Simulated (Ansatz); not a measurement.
# F₂H₂NOTa: up Jacob's ladder to CCSD(T)

An exercise on one series of results from a longer session: the logs are not shown, and one member is left open.

Computed with Ansatz 0.2.0, Gaussian basis. Level: functionals in def2-TZVPP, the program's frozen cores in correlated methods.

Levels to be run: LDA (SPW92), PBE-D4, revPBE-D4, BLYP-D4, r2SCAN-D4, B97M-V, PBE0-D4, B3LYP-D4, r2SCANh-D4, r2SCAN0-D4, HSE06-D4, BHLYP-D4, CAM-B3LYP-D4, LC-ωPBE, ωB97X-V, ωB97M-V, B2PLYP, PBE-QIDH; CCSD(T)/def2-SVP; CCSD(T)/def2-TZVPP; MP2/def2-QZVPP; extrapolation to the limit; RPA on PBE.

### The relaxed structure

The geometry comes from an earlier relaxation with PBE0-D4 in a triple-zeta def2 set; it is a stationary point, not always the lowest conformer. Ta takes the def2 core potential; no spin-orbit term is included.

SMILES `[NH2][Ta](=[O])([F])[F]`, 7 atoms, charge 0, spin multiplicity 1.

Atoms are counted from 1 here; the program's logs count them from 0.

Bond lengths: N1–Ta2 1.960 Å, N1–H6 1.009 Å, N1–H7 1.011 Å, Ta2–O3 1.712 Å, Ta2–F4 1.883 Å, Ta2–F5 1.883 Å. Angles: Ta2–N1–H6 124.6°, Ta2–N1–H7 124.8°, H6–N1–H7 110.6°, N1–Ta2–O3 104.1°, N1–Ta2–F4 110.7°, N1–Ta2–F5 110.7°, O3–Ta2–F4 110.3°, O3–Ta2–F5 110.3°, F4–Ta2–F5 110.5°.

Set-up of the first run:

Input file in.yaml:

```yaml
crystal:
  periodic: [false, false, false]
  atoms:
    - {symbol: N, position_ang: [-0.883191, 0.605158, 0.524020]}
    - {symbol: Ta, position_ang: [0.564495, -0.398260, -0.336620]}
    - {symbol: O, position_ang: [0.227984, -2.031659, 0.050951]}
    - {symbol: F, position_ang: [0.530437, -0.149877, -2.203312]}
    - {symbol: F, position_ang: [2.236846, 0.108263, 0.366253]}
    - {symbol: H, position_ang: [-1.628759, 0.188392, 1.061093]}
    - {symbol: H, position_ang: [-0.986712, 1.609985, 0.491815]}
basis:
  gaussian: {orbitals: def2-TZVPP}
hamiltonian: {xc: lda}
output: {orbitals: {seedname: orbitals}}
```

Launch:

```console
ansatz run in.yaml --threads 4 --pin off --events-out ev --progress --plain --max-ram 10444MiB
```

Among the steps run: LDA; PBE-D4 (GGA); revPBE-D4 (GGA); BLYP-D4 (GGA); r2SCAN-D4 (meta-GGA); B97M-V (meta-GGA); PBE0-D4 (hybrid); B3LYP-D4 (hybrid); r2SCANh-D4 (hybrid); r2SCAN0-D4 (hybrid); HSE06-D4 (hybrid); BHLYP-D4 (hybrid); CAM-B3LYP-D4 (range-separated); LC-ωPBE (range-separated); ωB97X-V (range-separated); ωB97M-V (range-separated); B2PLYP (double hybrid); PBE-QIDH (double hybrid).

One table of the session follows, with a row left open; its other results are not shown here.

It belongs to the step «Frontier levels by functional». 

| functional | HOMO (eV) | gap (eV) |
| --- | --- | --- |
| LDA (SPW92) | -7.63 | 5.35 |
| PBE-D4 | -7.38 | 5.40 |
| revPBE-D4 | -7.29 | 5.42 |
| BLYP-D4 | -7.27 | 5.36 |
| r2SCAN-D4 | -7.72 | 5.92 |
| B97M-V | -7.76 | 5.99 |
| PBE0-D4 | -8.87 | 7.76 |
| B3LYP-D4 | -8.63 | 7.24 |
| r2SCANh-D4 | -8.28 | 6.80 |
| r2SCAN0-D4 | -9.11 | 8.12 |
| HSE06-D4 | ? | ? |
| BHLYP-D4 | -10.27 | 10.06 |
| CAM-B3LYP-D4 | -10.34 | 10.29 |
| LC-ωPBE | -11.75 | 12.98 |
| ωB97X-V | -11.35 | 12.42 |
| ωB97M-V | -11.25 | 11.93 |

Estimate the missing values for HSE06-D4.

The run gave: HOMO (eV): -8.46; gap (eV): 6.97. In the column «HOMO (eV)» it lies between B3LYP-D4 (-8.63) and r2SCANh-D4 (-8.28).
